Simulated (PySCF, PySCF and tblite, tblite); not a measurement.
# C8H14: a path driven as ring inversion, and NMR exchange

Aim: the barrier and rate of ring inversion in C8H14 (`C=CC1CCCCC1`), and what it does to NMR lines.

Programs: PySCF 2.14.0 with density-fitted response routines of our own, and tblite 0.8.0. All values are computed, except where a source is named. Atoms count from 0 throughout.

### 1 The starting structure

22 atoms, charge 0, multiplicity 1; geometry from: force field or distance geometry start.

Bonds of the start (Å): C0–C1 1.36, C0–H8 1.09, C0–H9 1.07, C1–C2 1.50, C1–H10 1.08, C2–C3 1.55, C2–C7 1.53, C2–H11 1.10, C3–C4 1.53, C3–H12 1.08, C3–H13 1.10, C4–C5 1.53, C4–H14 1.09, C4–H15 1.10, C5–C6 1.52, C5–H16 1.09, C5–H17 1.09, C6–C7 1.53, C6–H18 1.11, C6–H19 1.09, C7–H20 1.09, C7–H21 1.10.

### 2 GFN2-xTB relaxation, start minimum

Job settings and geometry (Å):

```
{"job": {"xc": "GFN2-xTB", "basis": "xTB", "kind": "relax"}, "charge": 0, "multiplicity": 1}
C      3.147000    -0.719300     0.568300
C      2.144400    -0.244400    -0.213000
C      0.710200    -0.201200     0.220500
C      0.197700     1.261600     0.221100
C     -1.284900     1.330600     0.598000
C     -2.139000     0.461600    -0.332700
C     -1.639200    -0.977800    -0.357400
C     -0.152100    -1.058800    -0.712100
H      2.957100    -1.099100     1.570200
H      4.159200    -0.729500     0.216100
H      2.388600     0.118300    -1.200200
H      0.600200    -0.601600     1.237500
H      0.347200     1.717900    -0.744400
H      0.780300     1.845900     0.947200
H     -1.426800     1.018500     1.631700
H     -1.625500     2.373800     0.543200
H     -3.178000     0.492300     0.001700
H     -2.109100     0.867800    -1.346800
H     -1.801000    -1.435000     0.636400
H     -2.223100    -1.558300    -1.068200
H      0.163700    -2.103600    -0.660800
H     -0.027400    -0.740300    -1.757100
```

Started as:

```console
OMP_NUM_THREADS=1 python ens_run.py task.json out
```

This one command runs the whole study; its stages follow in the order run.

The log of the run:

```text
step      E/eV     max force
  0    -660.03468    2.258
  1    -660.06555    1.894
  2    -660.09391    0.256
  3    -660.09771    0.190
  4    -660.10412    0.129
  5    -660.10563    0.131
  6    -660.10907    0.127
  7    -660.11075    0.110
  8    -660.11259    0.082
  9    -660.11367    0.080
 10    -660.11468    0.073
 11    -660.11566    0.091
 12    -660.11667    0.099
 13    -660.11740    0.061
 14    -660.11781    0.038
 15    -660.11807    0.037
 16    -660.11831    0.042
 17    -660.11859    0.045
 18    -660.11890    0.042
 19    -660.11921    0.040
 20    -660.11947    0.033
 21    -660.11965    0.025
 22    -660.11976    0.020
 23    -660.11984    0.017
 24    -660.11990    0.014
 25    -660.11994    0.013
 26    -660.11997    0.009
 27    -660.11999    0.009
 28    -660.12000    0.008
 29    -660.12002    0.010
 30    -660.12004    0.012
 31    -660.12006    0.014
 32    -660.12009    0.011
 33    -660.12012    0.009
 34    -660.12013    0.008
 35    -660.12014    0.007
 36    -660.12015    0.007
 37    -660.12016    0.008
 38    -660.12016    0.007
 39    -660.12017    0.005
 40    -660.12017    0.003
 41    -660.12017    0.003
 42    -660.12018    0.004
 43    -660.12018    0.005
 44    -660.12018    0.005
 45    -660.12019    0.005
 46    -660.12019    0.005
 47    -660.12020    0.006
 48    -660.12020    0.005
 49    -660.12021    0.005
 50    -660.12021    0.003
 51    -660.12021    0.005
 52    -660.12022    0.005
 53    -660.12022    0.005
 54    -660.12022    0.005
 55    -660.12023    0.005
 56    -660.12023    0.005
 57    -660.12024    0.004
 58    -660.12024    0.004
 59    -660.12025    0.004
 60    -660.12025    0.004
 61    -660.12025    0.004
 62    -660.12025    0.002
```

Run time: 0.33 s. Hardware: 1 thread of Arm Neoverse V2, shared host.

Gain 0.086 eV; displacement 0.05 Å root mean square.

### 3 Relaxed scan, ring torsion 3 driven

Job settings and geometry (Å):

```
{"job": {"xc": "GFN2-xTB", "basis": "xTB", "coordinate": [["t", [4, 5, 6, 7], 1.0]], "kind": "drive"}, "charge": 0, "multiplicity": 1}
C      3.113308    -0.714629     0.574685
C      2.137113    -0.253535    -0.183858
C      0.696630    -0.196593     0.220754
C      0.193741     1.251702     0.207269
C     -1.277675     1.317594     0.604291
C     -2.124365     0.465824    -0.336399
C     -1.631643    -0.977915    -0.332513
C     -0.160011    -1.042136    -0.728944
H      2.929131    -1.091846     1.567643
H      4.137220    -0.736937     0.241481
H      2.350138     0.120126    -1.177702
H      0.593509    -0.595272     1.235746
H      0.318400     1.665978    -0.796176
H      0.794446     1.852234     0.894192
H     -1.393495     0.951836     1.627378
H     -1.620792     2.354272     0.579309
H     -3.172488     0.503061    -0.031920
H     -2.055938     0.868925    -1.349662
H     -1.756694    -1.400425     0.667371
H     -2.226989    -1.577074    -1.025041
H      0.187981    -2.077434    -0.709787
H     -0.041938    -0.668372    -1.748967
```

The log of the run:

```text
point  coordinate     E/eV
  0    -44.100     -660.06268
  1    -30.000     -659.93708
  2    -15.600     -659.79000
  3     -0.700     -659.67519
  4     14.400     -659.64056
  5     29.400     -659.69300
  6     43.900     -659.78947
  7     57.900     -659.87211
```

Run time: 1.1 s. Hardware: 1 thread of Arm Neoverse V2, shared host.

The highest point is number 4, 9.7 kcal/mol above the first.

### 4 Relaxed scan, ring torsion 0 driven

Job settings and geometry (Å):

```
{"job": {"xc": "GFN2-xTB", "basis": "xTB", "coordinate": [["t", [7, 2, 3, 4], 1.0]], "kind": "drive"}, "charge": 0, "multiplicity": 1}
C      3.033295    -0.712482     0.770363
C      2.119257    -0.311379    -0.092626
C      0.660081    -0.174140     0.211961
C      0.182079     1.255032    -0.062105
C     -1.253171     1.448573     0.440760
C     -2.073394     0.159016     0.310629
C     -1.589364    -0.656079    -0.883109
C     -0.160940    -1.158752    -0.643090
H      2.778144    -0.977417     1.783730
H      4.074173    -0.795344     0.506514
H      2.403376    -0.051792    -1.105096
H      0.501089    -0.392289     1.272323
H      0.235366     1.442108    -1.136276
H      0.846934     1.968725     0.428466
H     -1.239338     1.762500     1.486250
H     -1.726313     2.247927    -0.133155
H     -1.970241    -0.445434     1.213867
H     -3.131518     0.402304     0.198979
H     -2.253256    -1.505401    -1.054959
H     -1.624093    -0.028237    -1.775467
H     -0.185703    -2.125954    -0.137674
H      0.335840    -1.308103    -1.604315
```

The log of the run:

```text
point  coordinate     E/eV
  0     53.500     -659.84952
  1     39.800     -659.76191
  2     25.700     -659.68271
  3     11.500     -659.64518
  4     -3.200     -659.69290
  5    -17.400     -659.79962
  6    -31.200     -659.92999
  7    -44.600     -660.03005
  8    -57.300     -660.04788
```

Wall time 2.1 s (1 thread of Arm Neoverse V2, shared host).

The highest point is number 3, 4.7 kcal/mol above the first.

### 5 Nudged elastic band, leg 1

Job settings and geometry (Å):

```
{"job": {"xc": "GFN2-xTB", "basis": "xTB", "kind": "neb"}, "charge": 0, "multiplicity": 1}
C      3.113308    -0.714629     0.574685
C      2.137113    -0.253535    -0.183858
C      0.696630    -0.196593     0.220754
C      0.193741     1.251702     0.207269
C     -1.277675     1.317594     0.604291
C     -2.124365     0.465824    -0.336399
C     -1.631643    -0.977915    -0.332513
C     -0.160011    -1.042136    -0.728944
H      2.929131    -1.091846     1.567643
H      4.137220    -0.736937     0.241481
H      2.350138     0.120126    -1.177702
H      0.593509    -0.595272     1.235746
H      0.318400     1.665978    -0.796176
H      0.794446     1.852234     0.894192
H     -1.393495     0.951836     1.627378
H     -1.620792     2.354272     0.579309
H     -3.172488     0.503061    -0.031920
H     -2.055938     0.868925    -1.349662
H     -1.756694    -1.400425     0.667371
H     -2.226989    -1.577074    -1.025041
H      0.187981    -2.077434    -0.709787
H     -0.041938    -0.668372    -1.748967
```

The log of the run:

```text
image   E - E0 / eV
  0       0.0000
  1       0.0753
  2       0.2678
  3       0.4492
  4       0.4693
  5       0.3157
  6       0.2274
```

Wall time 1.6 s (1 thread of Arm Neoverse V2, shared host).

The highest point is number 4, 10.8 kcal/mol above the first.

### 6 Saddle search, leg 1

Job settings and geometry (Å):

```
{"job": {"xc": "GFN2-xTB", "basis": "xTB", "kind": "saddle"}, "charge": 0, "multiplicity": 1}
C      3.068354    -0.741052     0.743470
C      2.156482    -0.271817    -0.087628
C      0.695132    -0.152870     0.217303
C      0.195402     1.268279    -0.041938
C     -1.202254     1.427248     0.540724
C     -2.181546     0.318977     0.109522
C     -1.613368    -0.854559    -0.717953
C     -0.092863    -1.109758    -0.681204
H      2.814317    -1.077341     1.735465
H      4.107782    -0.811041     0.470420
H      2.443160     0.057375    -1.078829
H      0.523602    -0.407040     1.267678
H      0.187996     1.460772    -1.116727
H      0.865603     1.993011     0.425719
H     -1.116403     1.423466     1.630142
H     -1.602391     2.403244     0.259756
H     -2.647475    -0.088883     1.007165
H     -2.986063     0.767631    -0.477512
H     -2.126484    -1.759810    -0.386794
H     -1.898216    -0.702283    -1.759400
H      0.103861    -2.135793    -0.365214
H      0.305370    -1.007753    -1.694165
```

The log of the run:

```text
step      E/eV     max force
  0    -659.65099   0.0484
  1    -659.64419   0.0747
  2    -659.64195   0.1575
  3    -659.64409   0.0096
  4    -659.64411   0.0054
  5    -659.64412   0.0046
  6    -659.64413   0.0000
lowest wavenumbers (cm-1): -230.2 39.3 62.8 161.4 259.6 335.5
```

It took 3.6 s on 1 thread of Arm Neoverse V2, shared host.

Point group C1; 1 imaginary mode, 230i cm⁻¹, carried by C5, C6, H19, H16. Steps downhill from it reached both ends.

### 7 Nudged elastic band, leg 2

Job settings and geometry (Å):

```
{"job": {"xc": "GFN2-xTB", "basis": "xTB", "kind": "neb"}, "charge": 0, "multiplicity": 1}
C      3.033295    -0.712482     0.770363
C      2.119257    -0.311379    -0.092626
C      0.660081    -0.174140     0.211961
C      0.182079     1.255032    -0.062105
C     -1.253171     1.448573     0.440760
C     -2.073394     0.159016     0.310629
C     -1.589364    -0.656079    -0.883109
C     -0.160940    -1.158752    -0.643090
H      2.778144    -0.977417     1.783730
H      4.074173    -0.795344     0.506514
H      2.403376    -0.051792    -1.105096
H      0.501089    -0.392289     1.272323
H      0.235366     1.442108    -1.136276
H      0.846934     1.968725     0.428466
H     -1.239338     1.762500     1.486250
H     -1.726313     2.247927    -0.133155
H     -1.970241    -0.445434     1.213867
H     -3.131518     0.402304     0.198979
H     -2.253256    -1.505401    -1.054959
H     -1.624093    -0.028237    -1.775467
H     -0.185703    -2.125954    -0.137674
H      0.335840    -1.308103    -1.604315
```

The log of the run:

```text
image   E - E0 / eV
  0       0.0000
  1       0.1066
  2       0.2364
  3       0.2150
  4       0.0779
  5      -0.0899
  6      -0.1622
```

Run time: 1.4 s. Hardware: 1 thread of Arm Neoverse V2, shared host.

The highest point is number 2, 5.5 kcal/mol above the first.

### 8 Saddle search, leg 2

Job settings and geometry (Å):

```
{"job": {"xc": "GFN2-xTB", "basis": "xTB", "kind": "saddle"}, "charge": 0, "multiplicity": 1}
C      3.138277    -0.632417     0.402128
C      2.046868    -0.271114    -0.243612
C      0.667266    -0.267834     0.346999
C      0.202381     1.206255     0.465361
C     -1.275782     1.498324     0.171047
C     -2.127914     0.238575     0.202846
C     -1.596585    -0.708134    -0.862227
C     -0.224288    -1.244653    -0.460367
H      3.101293    -0.959344     1.428478
H      4.112028    -0.618814    -0.057413
H      2.102134     0.057293    -1.274810
H      0.738643    -0.664648     1.363777
H      0.816333     1.823136    -0.194103
H      0.431258     1.525233     1.484142
H     -1.652485     2.229217     0.888707
H     -1.367999     1.944054    -0.822576
H     -2.075548    -0.234331     1.185113
H     -3.170503     0.491744     0.002157
H     -2.279316    -1.546460    -1.014910
H     -1.527208    -0.164624    -1.807296
H     -0.367794    -2.135754     0.154499
H      0.308939    -1.565705    -1.357940
```

The log of the run:

```text
step      E/eV     max force
  0    -659.65640   0.0326
  1    -659.64998   0.0788
  2    -659.65547   0.0292
  3    -659.65168   0.0312
  4    -659.64899   0.0587
  5    -659.64745   0.0449
  6    -659.64722   0.0468
  7    -659.64776   0.0700
  8    -659.64836   0.0258
  9    -659.64855   0.0559
 10    -659.64862   0.0157
 11    -659.64878   0.0151
 12    -659.64881   0.0044
 13    -659.64882   0.0017
lowest wavenumbers (cm-1): -145.7 39.8 74.3 287.3 307.8 324.4
```

Run time: 3.9 s. Hardware: 1 thread of Arm Neoverse V2, shared host; peak memory 0.2 GiB.

Point group C1; 1 imaginary mode, 146i cm⁻¹, carried by C3, H12, H13, C4. Steps downhill from it reached both ends.

### 9 Shieldings, start: PBE0/pcSseg-1 in acetonitrile

Job settings and geometry (Å):

```
{"job": {"kind": "nmr", "xc": "PBE0", "basis": "pcSseg-1", "solvent": "acetonitrile", "pop": false}, "charge": 0, "multiplicity": 1}
C      3.113308    -0.714629     0.574685
C      2.137113    -0.253535    -0.183858
C      0.696630    -0.196593     0.220754
C      0.193741     1.251702     0.207269
C     -1.277675     1.317594     0.604291
C     -2.124365     0.465824    -0.336399
C     -1.631643    -0.977915    -0.332513
C     -0.160011    -1.042136    -0.728944
H      2.929131    -1.091846     1.567643
H      4.137220    -0.736937     0.241481
H      2.350138     0.120126    -1.177702
H      0.593509    -0.595272     1.235746
H      0.318400     1.665978    -0.796176
H      0.794446     1.852234     0.894192
H     -1.393495     0.951836     1.627378
H     -1.620792     2.354272     0.579309
H     -3.172488     0.503061    -0.031920
H     -2.055938     0.868925    -1.349662
H     -1.756694    -1.400425     0.667371
H     -2.226989    -1.577074    -1.025041
H      0.187981    -2.077434    -0.709787
H     -0.041938    -0.668372    -1.748967
```

The log of the run:

```text
coarse grid: 17368 points
cycle   1  E = -312.7384585745  dE =  8.912e-01  |g| = 4.428e-01  |ddm| = 4.055e+00
cycle   2  E = -312.7333560674  dE =  5.103e-03  |g| = 4.817e-01  |ddm| = 8.372e-01
cycle   3  E = -312.7942452108  dE = -6.089e-02  |g| = 4.869e-02  |ddm| = 4.548e-01
cycle   4  E = -312.7946735862  dE = -4.284e-04  |g| = 2.160e-02  |ddm| = 6.216e-02
cycle   5  E = -312.7947830819  dE = -1.095e-04  |g| = 6.120e-03  |ddm| = 2.117e-02
cycle   6  E = -312.7947913315  dE = -8.250e-06  |g| = 2.215e-03  |ddm| = 5.801e-03
final grid: 164872 points
cycle   7  E = -312.8457638425  dE = -7.196e-05  |g| = 1.028e-02  |ddm| = 4.490e-02
cycle   8  E = -312.8457534443  dE =  1.040e-05  |g| = 1.229e-02  |ddm| = 1.954e-02
cycle   9  E = -312.8457915586  dE = -3.811e-05  |g| = 8.728e-04  |ddm| = 1.046e-02
cycle  10  E = -312.8457917256  dE = -1.670e-07  |g| = 2.605e-04  |ddm| = 9.701e-04
cycle  11  E = -312.8457917409  dE = -1.524e-08  |g| = 9.440e-05  |ddm| = 2.698e-04
cycle  12  E = -312.8457917427  dE = -1.862e-09  |g| = 3.703e-05  |ddm| = 9.928e-05
cycle  13  E = -312.8457917431  dE = -3.495e-10  |g| = 1.852e-06  |ddm| = 2.970e-05
converged SCF energy = -312.8457917431

GIAO shielding tensors (ppm)
atom      isotropic    diamagn.    paramagn.     s11        s22        s33       span
  0 C       69.519     253.493    -183.974    -39.223     88.884    158.896    198.118
  1 C       29.845     255.113    -225.268    -97.674     40.228    146.982    244.656
  2 C      137.308     246.513    -109.205    124.564    130.598    156.760     32.196
  3 C      150.161     247.959     -97.798    142.442    148.669    159.373     16.931
  4 C      157.491     246.890     -89.399    153.396    159.196    159.879      6.483
  5 C      157.417     247.560     -90.143    152.652    157.073    162.527      9.875
  6 C      157.486     246.893     -89.406    153.389    159.181    159.889      6.500
  7 C      150.154     247.956     -97.802    142.430    148.641    159.390     16.960
  8 H       26.280      31.719      -5.440     22.849     25.200     30.790      7.941
  9 H       26.510      28.011      -1.501     23.621     25.150     30.759      7.137
 10 H       25.528      31.479      -5.951     22.424     24.788     29.373      6.950
 11 H       29.854      34.513      -4.659     26.888     28.689     33.985      7.097
 12 H       30.550      32.244      -1.694     27.118     29.275     35.258      8.140
 13 H       30.082      31.612      -1.530     25.401     29.101     35.745     10.344
 14 H       30.376      31.059      -0.683     26.764     28.311     36.053      9.289
 15 H       29.890      29.476       0.414     24.935     27.719     37.017     12.082
 16 H       29.990      28.924       1.067     25.268     27.609     37.093     11.825
 17 H       30.517      30.470       0.047     27.183     28.072     36.295      9.112
 18 H       30.376      31.063      -0.687     26.765     28.311     36.053      9.288
 19 H       29.890      29.480       0.410     24.935     27.719     37.016     12.082
 20 H       30.083      31.616      -1.533     25.402     29.102     35.746     10.345
 21 H       30.550      32.244      -1.694     27.118     29.275     35.258      8.140
```

Wall time 35 s (1 thread of Arm Neoverse V2, shared host); peak memory 1.1 GiB.

In short: HOMO -7.33 eV, LUMO 0.54 eV; dipole 0.64 D.

(Part 1 of 3 ends here.)
